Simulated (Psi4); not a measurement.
# C2H5NOSSi (SMILES [C-]#[N+]C.O[Si]S): a first try and a second

Aim: the interaction energy of C2H5NOSSi at SSAPT0/cc-pVDZ (density fitting, density fitting for correlation, fragments set).

Program for the calculation: Psi4 1.11.

6 further runs of the same task are left out: 1 that didn't finish, 5 set aside as unsound or not needed.

### Step 1. The system as given

C2H5NOSSi: 11 atoms, total charge 0, spin state singlet. As SMILES, `[C-]#[N+]C.O[Si]S`. The shape is that of a GFN2-xTB optimisation. This is one conformer, not always the lowest.

Bond lengths: C1–N2 1.161 Å, N2–C3 1.391 Å, O7–Si8 1.595 Å, Si8–S9 2.226 Å, C3–H4 1.091 Å, C3–H5 1.092 Å, C3–H6 1.094 Å, O7–H10 0.979 Å, S9–H11 1.328 Å. Angles: C1–N2–C3 177.8°, O7–Si8–S9 103.4°, N2–C3–H4 109.7°, N2–C3–H5 109.4°, N2–C3–H6 108.6°, Si8–O7–H10 133.3°, Si8–S9–H11 96.3°, H4–C3–H5 109.8°, H4–C3–H6 109.7°, H5–C3–H6 109.6°.

### Step 2. First attempt

Contents of job.dat:

```
memory 1600 mb

molecule molecule1 {
  0 1
  C      0.070390    -1.326720     0.923770
  N     -0.747920    -0.983050     0.175080
  C     -1.704040    -0.522900    -0.724760
  H     -2.698000    -0.614010    -0.283250
  H     -1.651880    -1.111320    -1.642620
  H     -1.494620     0.526890    -0.950360
  --
  0 1
  O      2.579540    -0.151860     0.739670
  Si     2.804310     1.213700    -0.054100
  S      0.762500     2.093530    -0.153500
  H      1.779560    -0.640410     1.020600
  H      0.300160     1.516160     0.949470
  units angstrom
  symmetry c1
  no_reorient
  no_com
}

set {
  basis cc-pVDZ
  reference rhf
  scf_type df
  freeze_core true
  d_convergence 1e-16
  maxiter 80
}

result, w = energy("ssapt0", return_wfn=True)
```

Command:

```
$ psi4 -i job.dat -o job.out -n 1
```

job.out:

```text
Psi4 1.11 release

   => Loading Basis Set <=

    Name: CC-PVDZ
    Role: ORBITAL
    Keyword: BASIS

   => Loading Basis Set <=

    Name: CC-PVDZ
    Role: ORBITAL
    Keyword: BASIS

  //>>>>>>>>>>>>>>>>>>>>>>>>>>>>>>>>>>>//
  //              Dimer HF             //
  //<<<<<<<<<<<<<<<<<<<<<<<<<<<<<<<<<<<//

   => Loading Basis Set <=

    Name: CC-PVDZ
    Role: ORBITAL
    Keyword: BASIS

         ---------------------------------------------------------
                                   SCF
                              RHF Reference
                        1 Threads,   1525 MiB Core
         ---------------------------------------------------------

  ==> Geometry <==

    Molecular point group: c1
    Full point group: C1

    Geometry (in Angstrom), charge = 0, multiplicity = 1:

[... 95 lines left out ...]
   @DF-RHF iter   1:  -894.30321909256281   -1.31873e+00   4.14208e-03 DIIS/ADIIS
[... 2 lines left out ...]
   @DF-RHF iter   4:  -894.43270471309313   -2.29428e-03   1.09519e-04 DIIS/ADIIS
[... 2 lines left out ...]
   @DF-RHF iter   7:  -894.43290174686751   -2.29657e-06   5.46450e-06 DIIS
[... 3 lines left out ...]
   @DF-RHF iter  71:  -894.43290229150455    0.00000e+00   4.37419e-15 DIIS
[... 2 lines left out ...]
   @DF-RHF iter  74:  -894.43290229150489    0.00000e+00   4.38557e-15 DIIS
[... 2 lines left out ...]
   @DF-RHF iter  77:  -894.43290229150512   -4.54747e-13   4.38119e-15 DIIS
[... 2 lines left out ...]
   @DF-RHF iter  80:  -894.43290229150523   -6.82121e-13   4.34632e-15 DIIS
[... 1 line left out ...]
PsiException: Could not converge SCF iterations in 80 iterations.

  Failed to converge.

psi4.driver.p4util.exceptions.SCFConvergenceError: Could not converge SCF iterations in 80 iterations.

Printing out the relevant lines from the Psithon --> Python processed input file:
    core.set_global_option("REFERENCE", "rhf")
    core.set_global_option("SCF_TYPE", "df")
    core.set_global_option("FREEZE_CORE", "true")
    core.set_global_option("D_CONVERGENCE", 1e-16)
    core.set_global_option("MAXITER", 80)
--> result, w = energy("ssapt0", return_wfn=True)

!------------------------------------------------------!
!                                                      !
!  Could not converge SCF iterations in 80 iterations. !
!                                                      !
!------------------------------------------------------!

    Psi4 run time: 0:00:05.34
```

Run time: 6.6 s. Hardware: 1 thread of Intel Xeon at 2.60GHz (Ice Lake), shared host; peak memory 0.31 GiB.

### Step 3. Reading the log

No converged result was reached.

The log says `Could not converge SCF iterations in 80 iterations.`. The cause is that the convergence threshold is tighter than the arithmetic can reach. To mend it: density convergence threshold at its default in place of 1e-16.

### Step 4. The mended input

Changes to job.dat since step 2:

```diff
@@ -2,3 +2,3 @@
 
-molecule molecule1 {
+molecule m {
   0 1
@@ -17,3 +17,2 @@
   H      0.300160     1.516160     0.949470
-  units angstrom
   symmetry c1
@@ -23,11 +22,7 @@
 
-set {
-  basis cc-pVDZ
-  reference rhf
-  scf_type df
-  freeze_core true
-  d_convergence 1e-16
-  maxiter 80
-}
+set basis cc-pVDZ
+set reference rhf
+set scf_type df
+set freeze_core true
 
-result, w = energy("ssapt0", return_wfn=True)
+energy("ssapt0")
```

Command:

```
$ psi4 job.dat job.out -n 1
```

job.out:

```text
[...]
  Running in c1 symmetry.
[...]
  Nuclear repulsion =  317.791572339332731
[...]
  Multiplicity = 1
[...]
  Nalpha       = 31
  Nbeta        = 31
[...]
    Number of basis functions: 117
[...]
   @DF-RHF iter   1:  -894.30321909256281   -1.31873e+00   4.14208e-03 DIIS/ADIIS
[...]
   @DF-RHF iter  12:  -762.52870328372353   -9.09495e-12   4.71810e-09 DIIS
[...]
    Orbital Energies [Eh]
    ---------------------
    Doubly Occupied:
       1A    -91.942179     2A    -68.840774     3A    -20.593191
       4A     -8.947465     5A     -6.629254     6A     -6.627540
       7A     -6.626126     8A     -6.182377     9A     -4.285325
      10A     -4.283718    11A     -4.282275    12A     -1.375855
      13A     -0.961093    14A     -0.783237    15A     -0.609299
      16A     -0.566755    17A     -0.556413    18A     -0.466411
      19A     -0.380427    20A     -0.340112
[...]
  @DF-RHF Final Energy:  -762.52870328372353
   => Energetics <=
    Nuclear Repulsion Energy =            133.7530810195215167
    One-Electron Energy =               -1322.0039165045438949
    Two-Electron Energy =                 425.7221322012989617
    Total Energy =                       -762.5287032837234165
[...]
 Multipole Moments:
 ------------------------------------------------------------------------------------
     Multipole            Electronic (a.u.)      Nuclear  (a.u.)        Total (a.u.)
 ------------------------------------------------------------------------------------
 L = 1.  Multiply by 2.5417464519 to convert [e a0] to [Debye]
 Dipole X            :       -140.3963204          140.1730432           -0.2232772
 Dipole Y            :        -95.4373254           94.7681589           -0.6691665
 Dipole Z            :         -8.2992546            8.8326366            0.5333820
 Magnitude           :                                                    0.8843828
[...]
    Electrostatics                -22.13242416 [mEh]     -13.88830584 [kcal/mol]     -58.10867163 [kJ/mol]
[...]
    Exchange                       34.50304677 [mEh]      21.65098873 [kcal/mol]      90.58773683 [kJ/mol]
[...]
    Induction                     -11.08668722 [mEh]      -6.95700126 [kcal/mol]     -29.10809329 [kJ/mol]
[...]
    Dispersion                     -8.84886164 [mEh]      -5.55274451 [kcal/mol]     -23.23268305 [kJ/mol]
[...]
  Total HF                          1.28393539 [mEh]       0.80568162 [kcal/mol]       3.37097190 [kJ/mol]
  Total SAPT0                      -7.56492625 [mEh]      -4.74706289 [kcal/mol]     -19.86171114 [kJ/mol]
[...]
Warning! ssapt0 does not have an associated derived wavefunction. The returned wavefunction is the dimer SCF wavefunction.
[...]
```

Wall time 11 s (1 thread of Intel Xeon at 2.60GHz (Ice Lake), shared host); peak memory 0.35 GiB.

### Step 5. Outcome

Level: SSAPT0/cc-pVDZ (density fitting, density fitting for correlation, fragments set).

```
          quantity          value
interaction energy  -17.97 kJ/mol
```
